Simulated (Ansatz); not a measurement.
**CH₇BClNSi: up Jacob's ladder to CCSD(T)**

One table from this session's results is given with a row withheld; the runs are named, their logs left out.

Program: Ansatz 0.2.0, Gaussian basis. Level of theory: functionals in def2-TZVPP, the program's frozen cores in correlated methods. These are calculated values, not measurements.

The runs, in order: PBE-D4, r2SCAN-D4, PBE0-D4, B3LYP-D4, ωB97X-V, ωB97M-V, B2PLYP; CCSD(T)/def2-TZVPP; MP2/def2-QZVPP; extrapolation to the limit.

### The relaxed structure

All runs share one geometry, relaxed beforehand with PBE0-D4 in a triple-zeta def2 set.

SMILES `N[SiH2]CBCl`, 12 atoms, charge 0, spin multiplicity 1.

Atoms are counted from 1 here; the program's logs count them from 0.

Bond lengths: N1–Si2 1.718 Å, N1–H6 1.007 Å, N1–H7 1.007 Å, Si2–C3 1.890 Å, Si2–H8 1.492 Å, Si2–H9 1.486 Å, C3–B4 1.530 Å, C3–H10 1.094 Å, C3–H11 1.094 Å, B4–Cl5 1.756 Å, B4–H12 1.195 Å. Angles: Si2–N1–H6 120.9°, Si2–N1–H7 119.4°, H6–N1–H7 110.8°, N1–Si2–C3 109.4°, N1–Si2–H8 115.7°, N1–Si2–H9 106.5°, C3–Si2–H8 107.2°, C3–Si2–H9 110.0°, H8–Si2–H9 107.9°, Si2–C3–B4 109.4°, Si2–C3–H10 104.7°, Si2–C3–H11 105.3°, B4–C3–H10 112.4°, B4–C3–H11 113.5°, H10–C3–H11 110.9°, C3–B4–Cl5 121.1°, C3–B4–H12 123.3°, Cl5–B4–H12 115.6°.

The first run:

File in.yaml:

```yaml
crystal:
  periodic: [false, false, false]
  atoms:
    - {symbol: N, position_ang: [0.187336, 1.637478, 0.879477]}
    - {symbol: Si, position_ang: [-0.903792, 0.379528, 0.458824]}
    - {symbol: C, position_ang: [0.069252, -1.195312, 0.076014]}
    - {symbol: B, position_ang: [1.005345, -0.940774, -1.107171]}
    - {symbol: Cl, position_ang: [0.496706, -1.276521, -2.754238]}
    - {symbol: H, position_ang: [0.908532, 1.931472, 0.240378]}
    - {symbol: H, position_ang: [-0.141569, 2.414161, 1.429775]}
    - {symbol: H, position_ang: [-1.782464, 0.651833, -0.715624]}
    - {symbol: H, position_ang: [-1.775949, 0.163054, 1.642686]}
    - {symbol: H, position_ang: [0.614332, -1.415269, 0.998671]}
    - {symbol: H, position_ang: [-0.686620, -1.961211, -0.122155]}
    - {symbol: H, position_ang: [2.085889, -0.443640, -0.992638]}
basis:
  gaussian: {orbitals: def2-TZVPP}
hamiltonian: {xc: pbe, dispersion: d4}
output: {forces: true, orbitals: {seedname: orbitals}}
```

Started as:

```sh
> ansatz run in.yaml --threads 4 --pin off --events-out ev --progress --plain --max-ram 10444MiB
```

Among the steps run: PBE-D4 (GGA); r2SCAN-D4 (meta-GGA); PBE0-D4 (hybrid); B3LYP-D4 (hybrid); ωB97X-V (range-separated); ωB97M-V (range-separated); B2PLYP (double hybrid); CCSD(T) in def2-TZVPP; MP2 in def2-QZVPP.

One table of the session follows, with a row left open; its other results are not shown here.

```
            method  atomisation energy (kcal/mol)
            PBE-D4                         1028.6
         r2SCAN-D4                         1019.1
           PBE0-D4                         1017.6
          B3LYP-D4                         1017.9
           ωB97X-V                         1021.3
           ωB97M-V                         1022.3
            B2PLYP                         1005.7
     HF/def2-TZVPP                          759.3
    MP2/def2-TZVPP                         1001.1
   CCSD/def2-TZVPP                          975.4
CCSD(T)/def2-TZVPP                              ?
           MP2/CBS                         1027.5
       CCSD(T)/CBS                         1014.8
```

Q: Estimate the row for CCSD(T)/def2-TZVPP from the others.

As computed: atomisation energy (kcal/mol): 988.4. In the column «atomisation energy (kcal/mol)» it lies between CCSD/def2-TZVPP (975.4) and MP2/def2-TZVPP (1001.1).
